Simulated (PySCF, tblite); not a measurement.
# C₅H₉NO₃Si: geometry, infrared bands and NMR shifts

What infrared bands and NMR shifts should C₅H₉NO₃Si (`CCOc1nocc1O[SiH3]`) show?

Computed with tblite 0.8.0 and PySCF 2.14.0, with density-fitted response routines of our own, on a single molecule in the gas phase. Atoms count from 0, in the outputs and in this text.

## 1. Starting geometry

19 atoms, charge 0, multiplicity 1; geometry from: force field or distance geometry start.

Bonds of the start (Å): C0–C1 1.50, C1–O2 1.38, O2–C3 1.39, C3–N4 1.34, N4–O5 1.29, O5–C6 1.31, C6–C7 1.38, C7–O8 1.39, O8–Si9 1.71, C7–C3 1.38, C0–H10 1.10, C0–H11 1.12, C0–H12 1.10, C1–H13 1.11, C1–H14 1.12, C6–H15 1.09, Si9–H16 1.47, Si9–H17 1.48, Si9–H18 1.48.

## 2. Optimising the geometry with GFN2-xTB

Job settings and geometry (Å):

```
{"job": {"kind": "relax", "xc": "GFN2-xTB", "basis": "xTB"}, "charge": 0, "multiplicity": 1}
C      2.734400    -0.340400     0.547900
C      1.764900    -0.919500    -0.435400
O      0.440000    -0.572600    -0.253000
C     -0.096700     0.704000    -0.305900
N      0.565800     1.851700    -0.501100
O     -0.228000     2.862500    -0.487800
C     -1.449800     2.456900    -0.263500
C     -1.408800     1.083300    -0.129400
O     -2.524000     0.295400     0.111100
Si    -2.580700    -1.402000     0.284000
H      2.625000     0.746100     0.713700
H      2.677800    -0.945200     1.491500
H      3.754500    -0.493500     0.166300
H      2.075100    -0.608200    -1.451900
H      1.922300    -2.026300    -0.395100
H     -2.366000     3.031100    -0.164000
H     -1.485500    -2.086900    -0.417000
H     -3.857700    -1.916700    -0.247600
H     -2.572200    -1.710600     1.729500
```

Command:

```sh
$ OMP_NUM_THREADS=1 python probes_run.py task.json out
```

This one command runs all jobs of the session in turn.

**Question.** This job is followed by: GFN2-xTB harmonic vibrations, gas phase; GIAO PBE0/pcSseg-1 NMR shielding, non-relativistic, gas phase. Predict these results of the whole session: strongest single infrared mode (GFN2-xTB); zero-point energy (GFN2-xTB); 13C shifts against TMS (PBE0/pcSseg-1); 1H shifts against TMS (PBE0/pcSseg-1, means over atoms taken as alike); 17O shifts against H2O (PBE0/pcSseg-1); 15N shifts against NH3 (PBE0/pcSseg-1); 29Si shifts against TMS (PBE0/pcSseg-1).

As calculated:

```
                                                              quantity                                value
                             strongest single infrared mode (GFN2-xTB)                2271 cm⁻¹, 383 km/mol
                                          zero-point energy (GFN2-xTB)                        84.9 kcal/mol
                                13C shifts against TMS (PBE0/pcSseg-1)  169.4, 150.3, 137.5, 67.5, 14.8 ppm
1H shifts against TMS (PBE0/pcSseg-1, means over atoms taken as alike)           8.06, 5.20, 4.65, 1.59 ppm
                                17O shifts against H2O (PBE0/pcSseg-1)               309.8, 103.9, 40.0 ppm
                                15N shifts against NH3 (PBE0/pcSseg-1)                            362.5 ppm
                               29Si shifts against TMS (PBE0/pcSseg-1)                            -31.6 ppm
```

Relaxing lowered the energy by 0.983 eV in 105 steps; the close pair that moved most is N4–O5, from 1.285 to 1.360 Å. All 51 modes are real, so the xTB geometry is a minimum. The strongest single mode, at 2271 cm⁻¹, moves mainly H18 and H16. GFN2-xTB is a fitted tight-binding method: band positions and strengths are rough. Its intensities can rank the bands wrongly. At PBE0/pcSseg-1: The largest span, 365 ppm, is at N4, where the paramagnetic term is -420 ppm. NICS(1)zz of -22 ppm above the planar ring from C3 marks a diatropic (aromatic) ring current.
